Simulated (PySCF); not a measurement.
**Eu(NH2)3: other functionals and bases at one geometry**

An exercise on one series of results from a longer session: the logs are not shown, and one member is left open.

Program: PySCF 2.14.0. Level of theory: several levels, as the steps say, no spin–orbit coupling. These are calculated values, not measurements.

4 further runs of the same task are left out: 2 for a known fault of the program, 2 that didn't finish.

### The starting structure

10 atoms, charge 0, spin multiplicity 1.

Bond lengths: Eu1–N2 2.224 Å, Eu1–N5 2.225 Å, Eu1–N8 2.226 Å, N2–H3 1.024 Å, N2–H4 1.024 Å, N5–H6 1.023 Å, N5–H7 1.023 Å, N8–H9 1.023 Å, N8–H10 1.024 Å. Angles: N2–Eu1–N5 119.5°, N2–Eu1–N8 119.9°, N5–Eu1–N8 120.4°, Eu1–N2–H3 127.6°, Eu1–N2–H4 127.4°, H3–N2–H4 104.9°, Eu1–N5–H6 126.5°, Eu1–N5–H7 128.5°, H6–N5–H7 105.0°, Eu1–N8–H9 127.9°, Eu1–N8–H10 127.2°, H9–N8–H10 104.9°.

Geometry (Å):

```
Eu   -0.0079   -0.0094    0.0630
N     2.2157    0.0019    0.0033
H     2.8389    0.8111    0.0719
H     2.8390   -0.8022   -0.1088
N    -1.1105    1.9153    0.2309
H    -0.6971    2.8490    0.2985
H    -2.1217    2.0723    0.2346
N    -1.1144   -1.9213   -0.2088
H    -2.1275   -2.0622   -0.2445
H    -0.7146   -2.8545   -0.3401
```

Formal oxidation states: Eu +3. Each metal's 6 4f electrons lie in its core potential, so multiplicities, spins and levels count the valence alone. An earlier session relaxed this geometry at B3LYP, Eu lcecp-1-SVP with ECP52, N def2-SVP, H def2-SVP (singlet, point group Cs).

At B3LYP on the finer grid: E = -203.159253 Eh, HOMO -5.72 eV, LUMO -1.43 eV, Mulliken charge on Eu1 +0.86 e, largest force component 0.022 eV/Å. 

Levels to run: PBE; HF; BLYP; revPBE; B3LYP, TZVP. Hardware: 2 threads of Arm Neoverse V2, shared host.

Set-up of the first run:

Contents of run.py (the lines that set the calculation):

```python
mol = gto.M(atom='''
Eu    -0.00789    -0.00942     0.06305
N      2.21571     0.00190     0.00326
H      2.83889     0.81110     0.07188
H      2.83905    -0.80224    -0.10882
N     -1.11048     1.91531     0.23093
H     -0.69709     2.84899     0.29854
H     -2.12171     2.07231     0.23455
N     -1.11442    -1.92133    -0.20878
H     -2.12752    -2.06216    -0.24452
H     -0.71455    -2.85446    -0.34009''',
    basis={'Eu': 'lcecp-1-SVP', 'N': 'def2-SVP', 'H': 'def2-SVP'},
    ecp={'Eu': 'lcecp-1-SVP'},
    charge=0, spin=0)
mf = dft.RKS(mol, xc='PBE')
mf.grids.atom_grid = (75, 302)  # f atoms: unpruned, at least (60, 302)
mf = mf.density_fit()  # fitting sets: Eu AutoAux, N def2-universal-JKFIT, H def2-universal-JKFIT
mf.conv_tol = 1e-08; mf.max_cycle = 55
mf.kernel(dm0)  # dm0: the density of the relaxed state
```

Started as:

```sh
> OMP_NUM_THREADS=2 python run.py
```

Among the steps run: PBE; HF; BLYP; revPBE; B3LYP, TZVP.

One of the session's tables, all rows but one given; the rest of the session is left out.

| level | HOMO (eV) | gap (eV) | charge on Eu1 (e) | dipole (D) | largest force component (eV/Å) |
| --- | --- | --- | --- | --- | --- |
| B3LYP (relaxed here) | -5.72 | 4.29 | 0.86 | 0.20 | 0.02 |
| PBE | -4.64 | 2.85 | 0.73 | 0.19 | 0.43 |
| HF | ? | ? | ? | ? | ? |
| BLYP | -4.51 | 2.71 | 0.70 | 0.19 | 0.35 |
| revPBE | -4.57 | 2.92 | 0.77 | 0.19 | 0.33 |
| B3LYP, TZVP | -5.93 | 4.42 | 1.56 | 0.22 | 0.56 |

Q: Estimate the row for HF from the others.

As computed: HOMO (eV): -9.27; gap (eV): 10.20; charge on Eu1 (e): 1.38; dipole (D): 0.25; largest force component (eV/Å): 1.10. In the column «HOMO (eV)» it is the lowest.

In one basis the HOMO–LUMO gap runs from 2.71 eV (BLYP) to 10.20 eV (HF). The largest leftover force, 1.10 eV/Å with HF, stands at a geometry relaxed at another level. With 4f in the core, its levels are missing from HOMO and gap, and its count is fixed, so no charge can pass from the ligands into it. Total energies of different levels can't be compared.
